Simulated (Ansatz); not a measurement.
# GaH6O3 radical: geometry and frequencies at several levels

One table from this session's results is given with a row withheld; the runs are named, their logs left out.

Program: Ansatz 0.2.0. Level of theory: the levels named in each step. These are calculated values, not measurements.

### The system as given

Bond lengths: O3–Ga4 1.818 Å, O1–H5 0.960 Å, O1–H6 0.991 Å, O2–H7 0.980 Å, O2–H8 0.961 Å, O3–H9 0.952 Å, Ga4–H10 1.764 Å. Angles: O3–Ga4–H10 97.1°, Ga4–O3–H9 143.5°, H5–O1–H6 108.3°, H7–O2–H8 105.3°.

Coordinates:

```xyz
10

O     0.9610   -0.7697   -1.3266
O     0.0943    1.6787   -1.9121
O    -0.0006    1.2427    0.8148
Ga   -0.2474   -0.5498    0.6391
H     1.7343   -1.0914   -1.7961
H     0.7157    0.1145   -1.7006
H     0.0280    1.7300   -0.9361
H    -0.8125    1.6797   -2.2287
H     0.3121    1.9176    1.4096
H    -1.6077   -0.4740   -0.4816
```

The first run:

Input file input.yaml:

```yaml
crystal:
  periodic: [false, false, false]
  atoms:
    - { symbol: O, position_ang: [0.68456544, -0.70571197, -1.44338404] }
    - { symbol: O, position_ang: [0.32773064, 1.75088947, -1.93494311] }
    - { symbol: O, position_ang: [-0.17821045, 1.32128752, 0.54101568] }
    - { symbol: Ga, position_ang: [-0.2193367, -0.58777734, 0.47161998] }
    - { symbol: H, position_ang: [1.64514555, -0.86107924, -1.36899216] }
    - { symbol: H, position_ang: [0.58711437, 0.27599295, -1.80764036] }
    - { symbol: H, position_ang: [0.13492129, 1.79937621, -0.92534707] }
    - { symbol: H, position_ang: [-0.54276318, 1.90424656, -2.34925724] }
    - { symbol: H, position_ang: [0.44148345, 1.65430163, 1.21559181] }
    - { symbol: H, position_ang: [-1.70334041, -1.07324579, 0.08304651] }
magnetization:
  spin_polarized: true
  initial_magnetization: 1
basis:
  gaussian: { orbitals: STO-3G }
hamiltonian:
  xc: hf
relax:
  f_tol: 0.002
  max_steps: 150
```

Started as:

```sh
$ ansatz run input.yaml --threads 4 --pin off --max-ram 10240MiB --backend cpu --events-out ev --progress --plain --runs-dir out
```

Steps of the session up to this table: Relaxation, HF/STO-3G; Frequencies, HF/STO-3G; Relaxation, HF/def2-SVP; Frequencies, HF/def2-SVP; Relaxation, LDA/def2-SVP; Frequencies, LDA/def2-SVP; Relaxation, PBE-D4/def2-SVP; Frequencies, PBE-D4/def2-SVP.

One table of the session follows, with a row left open; its other results are not shown here.

```
          level  O1–Ga4 (Å)  O3–Ga4 (Å)  dipole (D)  highest frequency (cm⁻¹)
      HF/STO-3G      1.8991      1.8991        3.73                      4388
    HF/def2-SVP      2.1545      1.8448        2.18                      4210
   LDA/def2-SVP           ?           ?           ?                         ?
PBE-D4/def2-SVP      2.1211      1.9108        2.09                      3741
```

**Question.** Estimate the row for LDA/def2-SVP.

The run gave: O1–Ga4 (Å): 1.9892; O3–Ga4 (Å): 1.9035; dipole (D): 2.31; highest frequency (cm⁻¹): 3761. In the column «O1–Ga4 (Å)» it lies between HF/STO-3G (1.8991) and PBE-D4/def2-SVP (2.1211).
